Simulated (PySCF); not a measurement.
# C6H6F2: the cost of one run

Computed with PySCF 2.14.0, with density-fitted response routines of our own, on a single molecule in the gas phase. Atoms count from 0, in the outputs and in this text.

## 1. Starting geometry

14 atoms, charge 0, multiplicity 1; geometry from: GFN2-xTB.

Bonds of the start (Å): F0–C1 1.33, C1–F2 1.33, C1–C3 1.33, C3–C4 1.43, C4–C5 1.34, C5–C6 1.50, C6–C7 1.55, C7–C4 1.51, C3–H8 1.08, C5–H9 1.07, C6–H10 1.09, C6–H11 1.09, C7–H12 1.09, C7–H13 1.09.

## 2. TDDFT and polarisability: CAM-B3LYP/def2-SVPD

What the job is given:

```
{"job": {"kind": "uv", "xc": "CAM-B3LYP", "basis": "def2-SVPD", "nstates": 8, "ntriplets": 3}, "charge": 0, "multiplicity": 1}
F      3.648813     0.588994     0.062674
C      2.319528     0.624086     0.117545
F      1.925229     1.830877     0.509954
C      1.528798    -0.400272    -0.176246
C      0.096286    -0.353149    -0.114241
C     -0.876236    -1.244288    -0.363122
C     -1.984126    -0.289662    -0.027789
C     -0.867642     0.745369     0.260874
H      1.995898    -1.324244    -0.481118
H     -0.889265    -2.269431    -0.684389
H     -2.588263    -0.565619     0.835074
H     -2.643452    -0.035575    -0.856366
H     -0.860293     1.610401    -0.398339
H     -0.805953     1.082040     1.293323
```

Method: TDDFT CAM-B3LYP/def2-SVPD, vertical, gas phase, core orbitals frozen in the response.

The run is started by

```
OMP_NUM_THREADS=1 python probes_run.py task.json out
```

The driver reads the jobs from task.json and runs them one after another.

Q: Estimate the wall time and peak memory of this job on 1 thread of Arm Neoverse V2, shared host.

About 42 s, with a peak of 0.96 GiB.
